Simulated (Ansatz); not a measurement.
NaLaMnMoO6:

```
CELL_PARAMETERS angstrom
4.97775 -2.88146 0.02055
4.97775 2.88146 0.02055
-3.06086 0.00000 4.59785
ATOMIC_POSITIONS crystal
Na 0.99482 0.99482 0.49994
La 0.75307 0.75307 0.78825
Mn 0.25016 0.25016 0.19811
Mo 0.49867 0.49867 0.99722
O 0.30338 0.30338 0.61396
O 0.32902 0.82850 0.87649
O 0.19558 0.63630 0.15354
O 0.63630 0.19558 0.15354
O 0.82850 0.32902 0.87649
O 0.71050 0.71050 0.34246
```

The cell was built by a generator and needn't be a form met in nature.

```yaml
Program: Ansatz 0.2.0
Task: relaxation of cell and atoms
Functional: r2SCAN
Potentials_or_basis: Ansatz PAW
Cutoff: "500 eV (not typed: the program's choice for these potentials)"
k_mesh: 4 × 4 × 4
Occupations: fermi-dirac, width 0.05 eV
Spin: collinear spin, ferromagnetic start
Starting_moments: "[0.0, 0.0, 4.0, 1.0, 0.0, 0.0, 0.0, 0.0, 0.0, 0.0] μB"
```

At the start: volume 13.23 Å³/atom.

Question: Where does the relaxation end?

Answer: It ends after 11 steps and the volume is 12.63 Å³/atom (-4.5 %); space group Cm (No. 8, to 0.05 Å); moment 5.00 μB per cell.

The path:
| step | energy change (eV) | largest force (eV/Å) | volume (Å³) |
| --- | --- | --- | --- |
| 1 | 0.0000 | 0.4443 | 132.26 |
| 2 | -0.0528 | 0.1848 | 128.63 |
| 3 | -0.0686 | 0.2036 | 126.90 |
| 4 | -0.0765 | 0.1956 | 126.21 |
| 5 | -0.0789 | 0.1496 | 126.34 |
| 6 | -0.0800 | 0.1012 | 126.23 |
| 7 | -0.0808 | 0.1116 | 126.48 |
| 8 | -0.0814 | 0.0277 | 126.42 |
| 9 | -0.0816 | 0.0083 | 126.36 |
| 10 | -0.0816 | 0.0071 | 126.34 |
| 11 | -0.0781 | 0.0072 | 126.34 |

Final structure:
```yaml
crystal:
  lattice:
    - [4.84664, -2.85661, -0.04157]
    - [4.84664, 2.85661, -0.04157]
    - [-3.03758, 0.00000, 4.58881]
  atoms:
    - { symbol: Na, position: [0.00454, 0.00454, 0.50144] }
    - { symbol: La, position: [0.75752, 0.75752, 0.78165] }
    - { symbol: Mn, position: [0.25010, 0.25010, 0.20560] }
    - { symbol: Mo, position: [0.49916, 0.49916, 0.99751] }
    - { symbol: O, position: [0.29034, 0.29034, 0.61697] }
    - { symbol: O, position: [0.31833, 0.82304, 0.86864] }
    - { symbol: O, position: [0.19947, 0.63839, 0.16145] }
    - { symbol: O, position: [0.63839, 0.19947, 0.16145] }
    - { symbol: O, position: [0.82304, 0.31833, 0.86864] }
    - { symbol: O, position: [0.71912, 0.71912, 0.33664] }
```

Caveat: the magnetic or orbital state may not be the lowest; the plane-wave basis is chosen anew once the cell has moved, so the energies of steps on either side of that aren't comparable; a cell with one magnetic atom can't hold antiferromagnetic order, which such compounds often take; the PAW data sets come from PBE, with cores solved anew for the run's functional, which leaves a small shift of forces and pressure.
